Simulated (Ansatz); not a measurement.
CaBr:

```
Br Ca
1.0
     4.08415    0.00000    0.00000
    -2.04207    3.53698    0.00000
     0.00000    0.00000    9.67213
Br Ca
2 2
Cartesian
  2.0421 1.1790 5.1696
  0.0000 2.3580 0.3336
  2.0421 1.1790 8.1295
  0.0000 2.3580 3.2935
```

The cell comes from a database or a generator and needn't be the stable form of this composition.

```yaml
Program: Ansatz 0.2.0
Task: single point
Functional: PBE
Potentials_or_basis: Ansatz PAW
Cutoff: "420 eV (not typed: the program's choice for these potentials)"
k_mesh: 8 × 8 × 3
Occupations: fermi-dirac, width 0.05 eV
Spin: no spin polarisation
```

On this cell: pressure 0.5 GPa; largest force 0.126 eV/Å; band gap on the k mesh none (metal or under the smearing width).

The same run follows on a disturbed copy (atoms moved at random, drawn with an rms of 0.05 Å):

```
CELL_PARAMETERS angstrom
4.08415 0.00000 0.00000
-2.04207 3.53698 0.00000
0.00000 0.00000 9.67213
ATOMIC_POSITIONS crystal
Br 0.67941 0.35303 0.53488
Br 0.33166 0.66420 0.03561
Ca 0.67509 0.33224 0.84522
Ca 0.33208 0.67124 0.33843
```

Q: What does the disturbed cell give?

A: The energy (extrapolated to zero smearing) moves by +2.2 meV/atom; pressure 0.6 GPa; largest force 0.301 eV/Å; band gap on the k mesh none (metal or under the smearing width).

Forces on the atoms (eV/Å):
```
Br  -0.020 -0.041  0.119
Br   0.033  0.010  0.162
Ca  -0.034 -0.001 -0.299
Ca   0.021  0.033  0.018
```

Stress tensor (GPa, compression positive):
```
 0.34  0.07  0.02
 0.07  0.25 -0.04
 0.02 -0.04  1.15
```
